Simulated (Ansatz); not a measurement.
**Cl3GaH2S: geometry and vibrations**

What shape does Cl3GaH2S take? The plan is to relax it, check the end point by its vibrations and derive ideal-gas thermochemistry, and look at its orbitals and charge.

Computed with Ansatz 0.2.0, Gaussian basis. Level: RKS PBE0-D4/def2-TZVP.

The runs, in order: relaxation at PBE-D4/def2-SVP; relaxation at PBE0-D4/def2-TZVP; harmonic vibrations at the same level; a single point in def2-TZVPP for the fields.

### Step 1. Where the work starts

SMILES `[SH2+][Ga-]([Cl])([Cl])[Cl]`, 7 atoms, charge 0, spin multiplicity 1.

Atoms are counted from 1 here; the program's logs count them from 0.

Bond lengths: S1–Ga2 2.184 Å, S1–H6 1.434 Å, S1–H7 1.396 Å, Ga2–Cl3 2.176 Å, Ga2–Cl4 2.143 Å, Ga2–Cl5 2.216 Å. Angles: Ga2–S1–H6 109.4°, Ga2–S1–H7 110.8°, H6–S1–H7 105.9°, S1–Ga2–Cl3 108.2°, S1–Ga2–Cl4 111.7°, S1–Ga2–Cl5 110.1°, Cl3–Ga2–Cl4 108.6°, Cl3–Ga2–Cl5 109.9°, Cl4–Ga2–Cl5 108.4°.

The start is a force-field geometry with small random shifts, so a cheaper pass at PBE-D4/def2-SVP comes first.

### Step 2. Geometry optimisation, PBE-D4/def2-SVP (cheap first pass)

The input, in.yaml:

```yaml
crystal:
  periodic: [false, false, false]
  atoms:
    - {symbol: S, position_ang: [-0.612300, 0.832200, 0.985300]}
    - {symbol: Ga, position_ang: [0.332400, -0.657400, -0.302000]}
    - {symbol: Cl, position_ang: [1.629000, -1.894900, 0.931300]}
    - {symbol: Cl, position_ang: [-1.118100, -1.917900, -1.250300]}
    - {symbol: Cl, position_ang: [1.524600, 0.344200, -1.878600]}
    - {symbol: H, position_ang: [-1.861200, 1.237700, 0.408100]}
    - {symbol: H, position_ang: [0.166800, 1.988000, 1.060600]}
basis:
  gaussian: {orbitals: def2-SVP}
hamiltonian: {xc: pbe, dispersion: d4}
relax: {f_tol: 0.03, max_steps: 200}
```

Run with:

```
> ansatz run in.yaml --threads 4 --pin off --events-out ev --progress --plain --max-ram 10444MiB
```

Output, shortened:

```text
Functional definition: PBE
  name "PBE"
  cite "Perdew, Burke & Ernzerhof, Phys. Rev. Lett. 77, 3865 (1996) doi:10.1103/PhysRevLett.77.3865"
  parent pbe
[...]
1261 factors; their error is unknown
[...]
mean field -100767.99986029 eV, -3703.1556918621 hartree, gradient 1.5e-5 eV, S^2 0.000000; 0 other end points of the search recorded, 0 dependent functions left out
[...]
reference -100767.99989870 eV, -3703.1556932736 hartree; 50, 50 occupied and 64, 64 virtual orbitals, 1261 factors
relax step   1: F+E_penalty+E_count = -100768.29795244 eV  Δ(F+E_penalty+E_count) = +0.000e0 eV  max|allowed force component| = 2.454e0 eV/Å  Δτ_max = 0.0000 Å  (24 SCF iters, accepted)
[...]
relax step   5: F+E_penalty+E_count = -100769.23570103 eV  Δ(F+E_penalty+E_count) = +4.711e-3 eV  max|allowed force component| = 2.629e-1 eV/Å  Δτ_max = 0.1028 Å  (26 SCF iters, rejected (line search))
[...]
relax step   9: F+E_penalty+E_count = -100769.25213674 eV  Δ(F+E_penalty+E_count) = -8.752e-4 eV  max|allowed force component| = 1.118e-1 eV/Å  Δτ_max = 0.0758 Å  (23 SCF iters, accepted)
[...]
relax step  13: F+E_penalty+E_count = -100769.25664735 eV  Δ(F+E_penalty+E_count) = -1.198e-3 eV  max|allowed force component| = 2.730e-2 eV/Å  Δτ_max = 0.0656 Å  (23 SCF iters, accepted)
[...]
relax step  17: F+E_penalty+E_count = -100769.25804999 eV  Δ(F+E_penalty+E_count) = -2.794e-4 eV  max|allowed force component| = 9.717e-2 eV/Å  Δτ_max = 0.0337 Å  (24 SCF iters, accepted)
[...]
relax step  18: F+E_penalty+E_count = -100769.25870306 eV  Δ(F+E_penalty+E_count) = -6.531e-4 eV  max|allowed force component| = 4.573e-3 eV/Å  Δτ_max = 0.0240 Å  (23 SCF iters, accepted)
1261 factors; their error is unknown
mean field -100768.96548884 eV, -3703.1911780569 hartree, gradient 1.7e-5 eV, S^2 0.000000; 1 other end points of the search recorded, 0 dependent functions left out
[...]
reference -100768.96552517 eV, -3703.1911793921 hartree; 50, 50 occupied and 64, 64 virtual orbitals, 1261 factors
Total energy: -100769.25873939 eV, -3703.2019548158 hartree
Atom 0 at    -0.552561     0.953865     1.210423 Å, force     0.001625    -0.000303     0.003479 eV/Å
Atom 1 at     0.506485    -0.798671    -0.357199 Å, force     0.003283    -0.004573    -0.001504 eV/Å
Atom 2 at     1.628155    -2.055226     0.994453 Å, force    -0.001331     0.000464    -0.000451 eV/Å
Atom 3 at    -1.343232    -1.574238    -1.198182 Å, force    -0.000506     0.001722     0.000210 eV/Å
Atom 4 at     1.610746     0.607627    -1.600157 Å, force     0.001346    -0.000558    -0.000111 eV/Å
Atom 5 at    -1.721208     0.862569     0.510294 Å, force    -0.002455    -0.001321     0.000202 eV/Å
Atom 6 at    -0.067184     1.935973     0.394768 Å, force    -0.001963     0.004570    -0.001825 eV/Å
Dipole moment:    -0.459923     0.726320     0.372087 e Å
```

Run time: 27 s. Hardware: 4 threads of AMD EPYC 7R43, shared host.

Step by step: (the energy doesn't fall at every step)

| step | energy from step 1 (eV) | largest force component (eV/Å) |
| --- | --- | --- |
| 1 | 0.0000 | 2.4540 |
| 2 | -0.7157 | 1.9066 |
| 3 | -0.9040 | 0.8082 |
| 4 | -0.9425 | 0.1561 |
| 5 | -0.9377 | 0.2629 |
| 6 | -0.9499 | 0.0435 |
| 7 | -0.9520 | 0.0476 |
| 8 | -0.9533 | 0.0275 |
| 9 | -0.9542 | 0.1118 |
| 10 | -0.9555 | 0.0616 |
| 11 | -0.9575 | 0.0324 |
| 12 | -0.9451 | 0.5473 |
| 13 | -0.9587 | 0.0273 |
| 14 | -0.9582 | 0.2554 |
| 15 | -0.9595 | 0.0440 |
| 16 | -0.9598 | 0.1023 |
| 17 | -0.9601 | 0.0972 |
| 18 | -0.9608 | 0.0046 |

The force was under the threshold of 0.03 eV/Å already at step 8, but the program went on to step 18.

Close pairs (by a distance rule), those that changed most:

| bond | before (Å) | after (Å) | change (Å) |
| --- | --- | --- | --- |
| S1–Ga2 | 2.184 | 2.579 | +0.395 |
| S1–H6 | 1.434 | 1.365 | -0.069 |
| Ga2–Cl5 | 2.216 | 2.178 | -0.038 |
| Ga2–Cl4 | 2.143 | 2.175 | +0.032 |
| S1–H7 | 1.396 | 1.366 | -0.030 |
| Ga2–Cl3 | 2.176 | 2.160 | -0.016 |

### Step 3. Geometry optimisation, PBE0-D4/def2-TZVP

The input, in.yaml:

```yaml
crystal:
  periodic: [false, false, false]
  atoms:
    - {symbol: S, position_ang: [-0.552561, 0.953865, 1.210423]}
    - {symbol: Ga, position_ang: [0.506485, -0.798671, -0.357199]}
    - {symbol: Cl, position_ang: [1.628155, -2.055226, 0.994453]}
    - {symbol: Cl, position_ang: [-1.343232, -1.574238, -1.198182]}
    - {symbol: Cl, position_ang: [1.610746, 0.607627, -1.600157]}
    - {symbol: H, position_ang: [-1.721208, 0.862569, 0.510294]}
    - {symbol: H, position_ang: [-0.067184, 1.935973, 0.394768]}
basis:
  gaussian: {orbitals: def2-TZVP}
hamiltonian: {xc: pbe0, dispersion: d4}
relax: {f_tol: 0.005, max_steps: 150}
```

Same command.

Output, shortened:

```text
Functional definition: PBE0
  name "PBE0"
  cite "Adamo & Barone, J. Chem. Phys. 110, 6158 (1999) doi:10.1063/1.478522"
  cite "Perdew, Burke & Ernzerhof, Phys. Rev. Lett. 77, 3865 (1996) doi:10.1103/PhysRevLett.77.3865"
  parent pbe
[...]
1576 factors; their error is unknown
[...]
mean field -100797.59370890 eV, -3704.2432457392 hartree, gradient 4.6e-5 eV, S^2 0.000000; 0 other end points of the search recorded, 0 dependent functions left out
[...]
reference -100797.59373964 eV, -3704.2432468687 hartree; 50, 50 occupied and 158, 158 virtual orbitals, 1576 factors
relax step   1: F+E_penalty+E_count = -100797.85015454 eV  Δ(F+E_penalty+E_count) = +0.000e0 eV  max|allowed force component| = 6.914e-1 eV/Å  Δτ_max = 0.0000 Å  (25 SCF iters, accepted)
[...]
reference -100797.64757434 eV, -3704.2452252574 hartree; 50, 50 occupied and 158, 158 virtual orbitals, 1576 factors
Total energy: -100797.90729991 eV, -3704.2547699960 hartree
Atom 0 at    -0.850920     0.768912     1.065027 Å, force     0.000996     0.000612    -0.001206 eV/Å
Atom 1 at     0.401755    -0.825032    -0.429683 Å, force    -0.002888    -0.000814    -0.002434 eV/Å
Atom 2 at     1.715221    -1.684750     1.030076 Å, force     0.000874    -0.000824     0.001859 eV/Å
Atom 3 at    -1.256993    -1.988027    -1.131822 Å, force     0.001866     0.001049     0.000815 eV/Å
Atom 4 at     1.270583     0.567083    -1.819344 Å, force    -0.000316     0.000405    -0.000001 eV/Å
Atom 5 at    -1.394200     1.464163     0.049108 Å, force    -0.000681    -0.000110     0.000366 eV/Å
Atom 6 at     0.175755     1.629550     1.191039 Å, force     0.000148    -0.000318     0.000601 eV/Å
Dipole moment:    -0.402841     0.792409     0.441524 e Å
```

It took 2.6 min on 4 threads of AMD EPYC 7R43, shared host; peak memory 0.81 GiB.

Along the way: (the energy doesn't fall at every step)

| step | energy from step 1 (eV) | largest force component (eV/Å) |
| --- | --- | --- |
| 1 | 0.0000 | 0.6914 |
| 2 | -0.0284 | 0.2751 |
| 3 | -0.0320 | 0.1636 |
| 4 | -0.0356 | 0.0588 |
| 5 | -0.0375 | 0.0173 |
| 6 | -0.0205 | 0.6596 |
| 7 | -0.0400 | 0.0218 |
| 8 | -0.0410 | 0.1034 |
| 9 | -0.0422 | 0.1611 |
| 10 | -0.0440 | 0.1883 |
| 11 | -0.0353 | 0.5433 |
| 12 | -0.0484 | 0.0541 |
| 13 | -0.0511 | 0.1317 |
| 14 | -0.0495 | 0.3642 |
| 15 | -0.0536 | 0.0203 |
| 16 | -0.0547 | 0.1070 |
| 17 | -0.0523 | 0.2995 |
| 18 | -0.0562 | 0.0059 |
| 19 | -0.0567 | 0.0571 |
| 20 | -0.0569 | 0.0480 |
| 21 | -0.0570 | 0.0364 |
| 22 | -0.0571 | 0.0115 |
| 23 | -0.0571 | 0.0029 |

Close pairs (by a distance rule), those that changed most:

| bond | before (Å) | after (Å) | change (Å) |
| --- | --- | --- | --- |
| S1–Ga2 | 2.579 | 2.519 | -0.060 |
| Ga2–Cl4 | 2.175 | 2.144 | -0.031 |
| Ga2–Cl5 | 2.178 | 2.150 | -0.027 |
| S1–H7 | 1.366 | 1.346 | -0.020 |
| S1–H6 | 1.365 | 1.346 | -0.020 |
| Ga2–Cl3 | 2.160 | 2.144 | -0.016 |

Mulliken charges of the relaxed molecule (report file):

| atom | value (e) |
| --- | --- |
| S1 | -0.17 |
| Ga2 | 0.58 |
| Cl3 | -0.28 |
| Cl4 | -0.28 |
| Cl5 | -0.29 |
| H6 | 0.22 |
| H7 | 0.22 |

### Step 4. Harmonic vibrations

The input, in.yaml:

```yaml
crystal:
  periodic: [false, false, false]
  atoms:
    - {symbol: S, position_ang: [-0.850920, 0.768912, 1.065027]}
    - {symbol: Ga, position_ang: [0.401755, -0.825032, -0.429683]}
    - {symbol: Cl, position_ang: [1.715221, -1.684750, 1.030076]}
    - {symbol: Cl, position_ang: [-1.256993, -1.988027, -1.131822]}
    - {symbol: Cl, position_ang: [1.270583, 0.567083, -1.819344]}
    - {symbol: H, position_ang: [-1.394200, 1.464163, 0.049108]}
    - {symbol: H, position_ang: [0.175755, 1.629550, 1.191039]}
basis:
  gaussian: {orbitals: def2-TZVP}
hamiltonian: {xc: pbe0, dispersion: d4}
phonons: {temperatures: {t_min: 298.15, t_max: 900, t_step: 200}}
```

Launched as before.

Output, shortened:

```text
Functional definition: PBE0
  name "PBE0"
  cite "Adamo & Barone, J. Chem. Phys. 110, 6158 (1999) doi:10.1063/1.478522"
  cite "Perdew, Burke & Ernzerhof, Phys. Rev. Lett. 77, 3865 (1996) doi:10.1103/PhysRevLett.77.3865"
  parent pbe
[...]
1576 factors; their error is unknown
[...]
mean field -100797.64753874 eV, -3704.2452239491 hartree, gradient 3.8e-5 eV, S^2 0.000000; 0 other end points of the search recorded, 0 dependent functions left out
[...]
reference -100797.64757001 eV, -3704.2452250983 hartree; 50, 50 occupied and 158, 158 virtual orbitals, 1576 factors
[...]
1576 factors; their error is unknown
mean field -100797.64743574 eV, -3704.2452201640 hartree, gradient 1.7e-6 eV, S^2 0.000000; 0 other end points of the search recorded, 0 dependent functions left out
[...]
Total energy: -100797.90729556 eV, -3704.2547698365 hartree
Atom 0 at    -0.850920     0.768912     1.065027 Å, force     0.000973     0.000644    -0.001095 eV/Å
Atom 1 at     0.401755    -0.825032    -0.429683 Å, force    -0.003385    -0.000873    -0.002104 eV/Å
Atom 2 at     1.715221    -1.684750     1.030076 Å, force     0.000963    -0.000758     0.001601 eV/Å
Atom 3 at    -1.256993    -1.988027    -1.131822 Å, force     0.002121     0.001069     0.000702 eV/Å
Atom 4 at     1.270583     0.567083    -1.819344 Å, force    -0.000215     0.000309     0.000049 eV/Å
Atom 5 at    -1.394200     1.464163     0.049108 Å, force    -0.000602    -0.000098     0.000346 eV/Å
Atom 6 at     0.175755     1.629550     1.191039 Å, force     0.000145    -0.000295     0.000501 eV/Å
Dipole moment:    -0.402846     0.792412     0.441529 e Å
Vibrations: 65.14 85.00 103.76 121.84 122.33 142.71 206.08 365.38 431.62 439.80 495.53 537.74 1192.94 2701.05 2713.81 cm⁻¹, zero-point energy 0.602857 eV
```

Wall time 3.2 min (4 threads of AMD EPYC 7R43, shared host); peak memory 0.81 GiB.

Motions are named by where the mode's potential energy lies. The modes, unscaled (a negative number is an imaginary wavenumber):

| mode | cm⁻¹ | motion |
| --- | --- | --- |
| 1 | 65 | bend |
| 2 | 85 | bend |
| 3 | 104 | torsion with bend |
| 4 | 122 | bend with torsion |
| 5 | 122 | bend with torsion |
| 6 | 143 | bend |
| 7 | 206 | Ga–S stretch |
| 8 | 365 | Ga–Cl stretch |
| 9 | 432 | Ga–Cl stretch |
| 10 | 440 | Ga–Cl stretch |
| 11 | 496 | bend |
| 12 | 538 | bend |
| 13 | 1193 | bend |
| 14 | 2701 | S–H stretch |
| 15 | 2714 | S–H stretch |

From these modes and the moments of inertia (298.15 K, 1 bar, symmetry number 1):

| term | value |
| --- | --- |
| zero-point energy | 58.2 kJ/mol |
| H(298) − E | 84.4 kJ/mol |
| entropy, translation | 175.6 J/(mol K) |
| entropy, rotation | 125.1 J/(mol K) |
| entropy, vibration | 110.8 J/(mol K) |
| entropy, total | 411.5 J/(mol K) |

### Step 5. A single point for the fields

in.yaml: that of step 4 with these lines changed.

```diff
@@ -11,4 +11,4 @@
 basis:
-  gaussian: {orbitals: def2-TZVP}
+  gaussian: {orbitals: def2-TZVPP}
 hamiltonian: {xc: pbe0, dispersion: d4}
-phonons: {temperatures: {t_min: 298.15, t_max: 900, t_step: 200}}
+output: {orbitals: {seedname: orbitals}}
```

The command is unchanged.

Output:

```text
Functional definition: PBE0
  name "PBE0"
  cite "Adamo & Barone, J. Chem. Phys. 110, 6158 (1999) doi:10.1063/1.478522"
  cite "Perdew, Burke & Ernzerhof, Phys. Rev. Lett. 77, 3865 (1996) doi:10.1103/PhysRevLett.77.3865"
  parent pbe
  parameter a = 0.25
  parameter kappa = 0.804
  parameter beta = 0.06672455060314922
  exchange = (1 - a)*pbe_x(kappa = kappa, mu = beta*pi^2/3) + a*exact_x
  correlation = pbe_c(beta = beta)
1821 factors; their error is unknown
mean field evaluation 1: about -100795.7142 eV, gradient 3.1e1 eV
mean field evaluation 2: about -100795.0622 eV, gradient 4.3e1 eV
mean field evaluation 4: about -100797.3824 eV, gradient 9.0e-1 eV
mean field evaluation 8: about -100797.6789 eV, gradient 2.0e-1 eV
mean field evaluation 16: about -100797.6789 eV, gradient 2.7e-5 eV
mean field -100797.67890173 eV, -3704.2463765180 hartree, gradient 2.7e-5 eV, S^2 0.000000; 0 other end points of the search recorded, 0 dependent functions left out
reference -100797.67893295 eV, -3704.2463776651 hartree; 50, 50 occupied and 194, 194 virtual orbitals, 1821 factors
Total energy: -100797.93865850 eV, -3704.2559224033 hartree
```

Run time: 5.5 s. Hardware: 4 threads of AMD EPYC 7R43, shared host; peak memory 1.1 GiB.

The fields below are evaluated on a grid from the run's orbitals.

Frontier orbitals at PBE0-D4/def2-TZVPP, with the share of their density that lies nearest to each atom:

| orbital | energy (eV) | lies on |
| --- | --- | --- |
| HOMO-1 | -9.02 | Cl5 40 %; S1 23 %; Cl3, Cl4 about 14 % each |
| HOMO | -8.81 | Cl3, Cl4, Cl5 about 33 % each |
| LUMO | -1.08 | S1 48 %; H6, H7 about 24 % each |

ELF in a plane through or near 3 of the atoms.

Values, 10 rows by 14 columns:
```
0.00 0.00 0.00 0.00 0.00 0.00 0.00 0.00 0.00 0.00 0.00 0.00 0.00 0.00
0.00 0.00 0.04 0.15 0.29 0.29 0.12 0.02 0.00 0.00 0.00 0.00 0.00 0.00
0.00 0.06 0.53 0.81 0.79 0.87 0.70 0.19 0.00 0.00 0.01 0.00 0.00 0.00
0.00 0.14 0.72 0.87 0.72 0.45 0.65 0.06 0.07 0.34 0.44 0.12 0.01 0.00
0.00 0.02 0.23 0.49 0.64 0.46 0.17 0.47 0.65 0.49 0.81 0.43 0.10 0.00
0.00 0.00 0.02 0.07 0.19 0.14 0.14 0.76 0.32 0.59 0.62 0.50 0.15 0.00
0.00 0.10 0.62 0.83 0.60 0.77 0.41 0.06 0.34 0.62 0.67 0.27 0.04 0.00
0.00 0.12 0.68 0.86 0.53 0.62 0.75 0.17 0.01 0.07 0.12 0.02 0.00 0.00
0.00 0.02 0.27 0.59 0.75 0.75 0.50 0.13 0.00 0.00 0.00 0.00 0.00 0.00
0.00 0.00 0.00 0.02 0.05 0.05 0.01 0.00 0.00 0.00 0.00 0.00 0.00 0.00
```
The map spans 8.8 Å across and 8.9 Å up, centred on the molecule. Atoms in the plane (x, y in Å): S1 (1.3, 0.0), Cl3 (-1.7, 1.8), Cl4 (-1.7, -1.8).

On the surface of density 0.002 e/bohr³ the electrostatic potential runs, from the 1st to the 99th percentile, from -0.66 V near Cl3 to 2.46 V near H6.

### Step 6. Summary of results

```
                  quantity            value
               point group               Cs
                     steps          18 + 23
shift from the start (rms)          0.354 Å
              total energy  -100797.9073 eV
           dispersion term         -260 meV
             dipole moment           4.77 D
lowest, highest wavenumber    65, 2714 cm⁻¹
         zero-point energy      58.2 kJ/mol
       entropy at 298.15 K  411.5 J/(mol K)
                HOMO, LUMO  -8.81, -1.08 eV
```

**Reading.** The relaxed geometry lies 0.35 Å (rms) from the start; the bond that changed most is S1–Ga2, from 2.184 to 2.519 Å. All wavenumbers are real, so the end point is a minimum. The stiffest mode, 2714 cm⁻¹, is an S–H stretch, and 6 modes under 200 cm⁻¹ make the vibrational entropy uncertain. Harmonic hybrid wavenumbers usually lie a few per cent above measured fundamentals. The largest Mulliken charge, +0.58 e, sits on Ga2. The HOMO lies mostly on Cl3, Cl4, Cl5 about 33 % each and the LUMO on S1 48 %; H6, H7 about 24 % each.
